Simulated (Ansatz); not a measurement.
# Ta3Sb: the cost of one run

Computed with Ansatz 0.2.0 (DFT PBEsol, scalar-relativistic, plane waves, PAW, unless a step's input says otherwise).

1 further run of the same task is left out (set aside as unsound or not needed).

## 1. The structure to begin with

It takes space group Pm-3n (No. 223, cubic). The conventional cell has a = 5.239 Å, b = 5.239 Å, c = 5.239 Å, α = 90.00°, β = 90.00°, γ = 90.00°. Around Ta (site symmetry -4m2) lie 2 Ta at 2.62 Å and 4 Sb at 2.93 Å. Around Sb (site symmetry m-3) lie 12 Ta at 2.93 Å.

Structure file:

```
CELL_PARAMETERS angstrom
5.23918 0.00000 0.00000
0.00000 5.23918 0.00000
0.00000 0.00000 5.23918
ATOMIC_POSITIONS crystal
Ta 0.25000 0.00000 0.50000
Ta 0.50000 0.75000 0.00000
Ta 0.75000 0.00000 0.50000
Ta 0.50000 0.25000 0.00000
Ta 0.00000 0.50000 0.75000
Ta 0.00000 0.50000 0.25000
Sb 0.00000 0.00000 0.00000
Sb 0.50000 0.50000 0.50000
```

This cell was relaxed beforehand with the same method: volume 17.98 Å³/atom, gap on the mesh none (metal).

## 2. Bands, states and charges

input.yaml reads:

```yaml
crystal:
  lattice:
    - [5.2391838088, 0.0, 0.0]
    - [0.0, 5.2391838088, 0.0]
    - [0.0, 0.0, 5.2391838088]
  atoms:
    - { symbol: Ta, position: [0.25, 0.0, 0.5] }
    - { symbol: Ta, position: [0.5, 0.75, 0.0] }
    - { symbol: Ta, position: [0.75, 0.0, 0.5] }
    - { symbol: Ta, position: [0.5, 0.25, 0.0] }
    - { symbol: Ta, position: [0.0, 0.5, 0.75] }
    - { symbol: Ta, position: [0.0, 0.5, 0.25] }
    - { symbol: Sb, position: [0.0, 0.0, 0.0] }
    - { symbol: Sb, position: [0.5, 0.5, 0.5] }
basis:
  ecutwfc: 420
kpoints:
  mp_grid: { grid: [8, 8, 8] }
  band_path:
    path:
      - [[0.0, 0.0, 0.0], [0.0, 0.5, 0.0], [0.5, 0.5, 0.0], [0.0, 0.0, 0.0], [0.5, 0.5, 0.5], [0.0, 0.5, 0.0]]
      - [[0.5, 0.5, 0.5], [0.5, 0.5, 0.0]]
    npoints: 14
hamiltonian:
  xc: pbesol
scf:
  occupations: { method: gaussian, width: 0.1 }
  n_extra_bands: 20
output:
  forces: true
  stress: true
  eigenvalues: true
  populations: true
  dos: { projected: true, de: 0.02, nscf_kmesh: { grid: [12, 12, 12] } }
  bader: true
  write_density: true
  write_potential: true
  elf: true
  volumetric_format: npy
```

The run is started by

```sh
ansatz run input.yaml --threads 2 --pin off --max-ram 5120MiB --backend cpu --events-out ev --progress --plain --runs-dir out
```

Q: Estimate wall time and peak memory on 2 threads of Intel Xeon 6975P-C (Granite Rapids), shared host.

About 53 s, with a peak of 0.86 GiB.
